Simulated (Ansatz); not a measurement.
# Ni3Ge: the cost of one run

Program: Ansatz 0.2.0, driven from Python. The levels of theory stand in the script. These are calculated values, not measurements.

### Step 1. The system

It takes space group Pm-3m (No. 221, cubic). The conventional cell has a = 3.530 Å, b = 3.530 Å, c = 3.530 Å, α = 90.00°, β = 90.00°, γ = 90.00°. Around Ni (site symmetry 4/mmm) lie 8 Ni at 2.50 Å and 4 Ge at 2.50 Å. Around Ge (site symmetry m-3m) lie 12 Ni at 2.50 Å.

The script reads POSCAR:

```text
Ni3Ge
1.0
   3.53033411    0.00000000    0.00000000
   0.00000000    3.53033411    0.00000000
   0.00000000    0.00000000    3.53033411
Ni Ge
3 1
Direct
   0.50000000    0.00000000    0.50000000
   0.00000000    0.50000000    0.50000000
   0.50000000    0.50000000    0.00000000
   0.00000000    0.00000000    0.00000000
```

### Step 2. Script

Contents of ni3ge_paw_lapw.py:

```python
"""Checking the PAW result for Ni3Ge with LAPW."""

import ansatz as az
from ase.io import read
import numpy as np
from tabulate import tabulate


def count_gap(report):
    # lowest empty less highest filled band, counting bands; zero where they overlap
    return max(report.get("gap_by_band_count_ev") or 0.0, 0.0)

atoms = read("POSCAR", format="vasp")
cell = az.Crystal.from_ase(atoms).moments(Ni=2.0)

calc = (
    cell.calculation()
    .spin(az.SpinTreatment.COLLINEAR)
    .occupations("cold", width=0.05)
    .functional("LDA")
    .kpoints(mesh=(6, 6, 6))
    .stress()
    .forces()
    .band_table()
)
variants = {
    "PAW": calc.pseudopotentials("paw"),
    "LAPW": calc.pseudopotentials("all_electron", lapw=True),
}
# totals differ by the cores that each treatment holds, so compare what does not depend on them
rows = []
for label, variant in variants.items():
    report = variant.run(threads=1).report
    levels = np.array(report["eigenvalues_ev"][0]) - report["fermi_energy_ev"]
    print(label, "levels at the first k-point near E_F:", np.round(levels[np.abs(levels) < 5], 3))
    rows.append((label, report["n_electrons"], np.trace(report["stress_gpa"]) / 3, count_gap(report), report["magnetization_mub"]))
print(tabulate(rows, headers=["treatment", "electrons in bands", "P GPa", "gap by band count eV", "moment muB"], floatfmt=".4f", tablefmt="github"))
```

### Step 3. The input behind the calls

The package turns the script's settings into the engine's input (first run):

```yaml
crystal:
  lattice:
    - [3.53033411, 0.0, 0.0]
    - [0.0, 3.53033411, 0.0]
    - [0.0, 0.0, 3.53033411]
  atoms:
    - { symbol: Ni, position: [0.5, 0.0, 0.5] }
    - { symbol: Ni, position: [0.0, 0.5, 0.5] }
    - { symbol: Ni, position: [0.5, 0.5, 0.0] }
    - { symbol: Ge, position: [0.0, 0.0, 0.0] }
kpoints:
  mp_grid:
    grid: [6, 6, 6]
hamiltonian:
  xc: lda
  pseudopotentials:
    kind: paw
magnetization:
  spin_polarized: true
  per_species:
    Ni: 2.0
scf:
  occupations:
    method: cold
    width: 0.05
output:
  forces: true
  stress: true
  eigenvalues: true
```

### Step 4. Running it

Command:

```sh
$ python ni3ge_paw_lapw.py
```

Q: Estimate wall time and peak memory on 1 thread of Arm Neoverse N1, shared host.

About 2.5 min, with a peak of 0.89 GiB.
